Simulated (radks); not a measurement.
# A spherical jellium cluster from 6 to 13 electrons

Which level does each new electron take in a jellium sphere with rs = 5.26 bohr, and at which counts is the cluster hardest to charge further? Each count tries a few candidate levels and keeps the lowest. The background charge grows with the count, so each cluster is neutral; its cation and anion are computed too.

Program: radks, version 2. Model: non-relativistic spin-polarised Kohn-Sham, PBEsol, spherically averaged shells. All values are calculated.

**1. The model**

| Item | Value |
| --- | --- |
| well | a jellium sphere with rs = 5.26 bohr |
| functional | PBEsol |
| levels | named by radial order: 1s, 1p, 1d, 2s, 1f and so on |
| units | hartree and bohr; summary energies in eV |
| configuration carried in | 1s2 1p(up 3, down 0) (N = 5, energy -0.305833) |

After this run come: 6 electrons; Electron number 7; N = 8; N = 9; Electron number 10; Electron number 11; Electron number 12; 13 electrons.

What does the calculation give? Wanted: closed shells at N; largest second difference; most unpaired electrons; ionisation energies; configuration at N = 13.

As calculated:

| quantity | value |
| --- | --- |
| closed shells at N | 8 |
| largest second difference | 0.719 eV at N = 8 (of N = 6 to 12) |
| most unpaired electrons | 5 at N = 13 |
| ionisation energies | 2.97 to 3.74 eV |
| configuration at N = 13 | 1s2 1p6 1d(up 5, down 0) |

All occupied shells are full at N = 8, and the second difference peaks there. Among the lowest states kept at each count, up to 5 electrons are unpaired (N = 13), since exchange favours parallel spins. The anion gave no bound, converged state at N = 6, 8 and 9; semilocal functionals bind extra electrons too weakly, through self-interaction. The ions keep the filling of the neutral cluster, less or plus one electron, without a search of their own. Spherical averaging forbids deformation, and the greedy search can miss a lower configuration.
